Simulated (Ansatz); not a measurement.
# ZnSb: the cost of one run

Program: Ansatz 0.2.0. Level of theory: DFT LDA, scalar-relativistic, plane waves, PAW. These are calculated values, not measurements.

**1. The starting structure**

It takes space group Pbca (No. 61, orthorhombic). The conventional cell has a = 6.218 Å, b = 7.741 Å, c = 8.115 Å, α = 90.00°, β = 90.00°, γ = 90.00°. Zn (site symmetry 1) is surrounded by 4 Sb at 2.64 to 2.94 Å and 1 Zn at 2.82 Å. Around Sb (site symmetry 1) lie 4 Zn at 2.64 to 2.94 Å and 1 Sb at 2.81 Å.

Structure file:

```
Zn Sb
1.0
     6.21800    0.00000    0.00000
     0.00000    7.74100    0.00000
     0.00000    0.00000    8.11500
Zn Sb
8 8
Direct
  0.45390 0.11150 0.86730
  0.04610 0.88850 0.36730
  0.95390 0.38850 0.13270
  0.54610 0.61150 0.63270
  0.54610 0.88850 0.13270
  0.95390 0.11150 0.63270
  0.04610 0.61150 0.86730
  0.45390 0.38850 0.36730
  0.14200 0.08410 0.10830
  0.35800 0.91590 0.60830
  0.64200 0.41590 0.89170
  0.85800 0.58410 0.39170
  0.85800 0.91590 0.89170
  0.64200 0.08410 0.39170
  0.35800 0.58410 0.10830
  0.14200 0.41590 0.60830
```

The structure rests on an entry of the Crystallography Open Database; cell or positions may have been set otherwise for this series.

**2. Relaxing cell and atoms: ZnSb, no spin**

Contents of input.yaml:

```yaml
crystal:
  lattice:
    - [6.218, 0.0, 0.0]
    - [0.0, 7.741, 0.0]
    - [0.0, 0.0, 8.115]
  atoms:
    - { symbol: Zn, position: [0.4539, 0.1115, 0.8673] }
    - { symbol: Zn, position: [0.0461, 0.8885, 0.3673] }
    - { symbol: Zn, position: [0.9539, 0.3885, 0.1327] }
    - { symbol: Zn, position: [0.5461, 0.6115, 0.6327] }
    - { symbol: Zn, position: [0.5461, 0.8885, 0.1327] }
    - { symbol: Zn, position: [0.9539, 0.1115, 0.6327] }
    - { symbol: Zn, position: [0.0461, 0.6115, 0.8673] }
    - { symbol: Zn, position: [0.4539, 0.3885, 0.3673] }
    - { symbol: Sb, position: [0.142, 0.0841, 0.1083] }
    - { symbol: Sb, position: [0.358, 0.9159, 0.6083] }
    - { symbol: Sb, position: [0.642, 0.4159, 0.8917] }
    - { symbol: Sb, position: [0.858, 0.5841, 0.3917] }
    - { symbol: Sb, position: [0.858, 0.9159, 0.8917] }
    - { symbol: Sb, position: [0.642, 0.0841, 0.3917] }
    - { symbol: Sb, position: [0.358, 0.5841, 0.1083] }
    - { symbol: Sb, position: [0.142, 0.4159, 0.6083] }
scf:
  occupations: { method: gaussian, width: 0.02 }
output:
  forces: true
  stress: true
  eigenvalues: true
  write_density: true
  write_potential: true
  elf: true
  volumetric_format: npy
kpoints:
  mp_grid: { grid: [6, 6, 4] }
hamiltonian:
  xc: lda
relax:
  f_tol: 0.01
  adjacent_minimum: "off"
  cell: { stress_tol: 0.05 }
```

Launch:

```bash
$ ansatz run input.yaml --threads 4 --pin off --max-ram 12288MiB --backend cpu --events-out ev --progress --plain --runs-dir out
```

**Question.** How long does this run take on 4 threads of Intel Xeon 6975P-C (Granite Rapids), shared host, and how much memory does it need?

About 3.3 min, with a peak of 2.5 GiB.
